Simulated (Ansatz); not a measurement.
# MnCl2: the cost of one run

Program: Ansatz 0.2.0. Level of theory: DFT r²SCAN+U (U_eff = 1 eV on Mn d), plane waves, PAW. These are calculated values, not measurements.

## Step 1: The system as given

It takes space group Fm-3m (No. 225, cubic). Conventional cell: a = 6.327 Å, b = 6.327 Å, c = 6.327 Å, α = 90.00°, β = 90.00°, γ = 90.00°. Mn (site symmetry m-3m) is surrounded by 8 Cl at 2.74 Å. Cl (site symmetry -43m) is surrounded by 4 Mn at 2.74 Å.

As a file:

```cif
data_structure
_symmetry_space_group_name_H-M 'Fm-3m'
_symmetry_Int_Tables_number 225
_cell_length_a 6.3274
_cell_length_b 6.3274
_cell_length_c 6.3274
_cell_angle_alpha 90.000
_cell_angle_beta 90.000
_cell_angle_gamma 90.000
_cell_volume 253.33
loop_
_atom_site_label
_atom_site_type_symbol
_atom_site_symmetry_multiplicity
_atom_site_Wyckoff_symbol
_atom_site_fract_x
_atom_site_fract_y
_atom_site_fract_z
_atom_site_occupancy
Mn1 Mn 4 a 0.00000 0.00000 0.00000 1
Cl1 Cl 8 c 0.25000 0.75000 0.75000 1
```

Magnetic order typed: ferromagnetic.

## Step 2: From atoms, symmetry kept, no search

input.yaml

```yaml
crystal:
  lattice:
    - [0.0, 3.16372469, 3.16372469]
    - [3.16372469, 0.0, 3.16372469]
    - [3.16372469, 3.16372469, 0.0]
  atoms:
    - { symbol: Mn, position: [0.0, 0.0, 0.0], spin: 5.0 }
    - { symbol: Cl, position: [0.25, 0.25, 0.25] }
    - { symbol: Cl, position: [0.75, 0.75, 0.75] }
basis:
  ecutwfc: 500
  ecutrho_ratio: 4
kpoints:
  mp_grid: { grid: [5, 5, 5] }
hamiltonian:
  xc: r2scan
  hubbard: { sites: [{ site: 0, l: d, u_eff: 1.0 }] }
scf:
  occupations: { method: gaussian, width: 0.05 }
  lower_state_search: "off"
  max_iter: 150
output:
  forces: true
  stress: true
  eigenvalues: true
  populations: true
  hubbard: { sites: [{ site: 0, l: d }] }
magnetization:
  spin_polarized: true
```

Run with:

```
ansatz run input.yaml --threads 4 --pin off --max-ram 6144MiB --backend cpu --events-out ev --progress --plain --runs-dir out
```

Q: Estimate wall time and peak memory on 4 threads of Intel Xeon Platinum 8259CL at 2.50GHz (Skylake/Cascade Lake), shared host.

About 5.2 s, with a peak of 0.63 GiB.
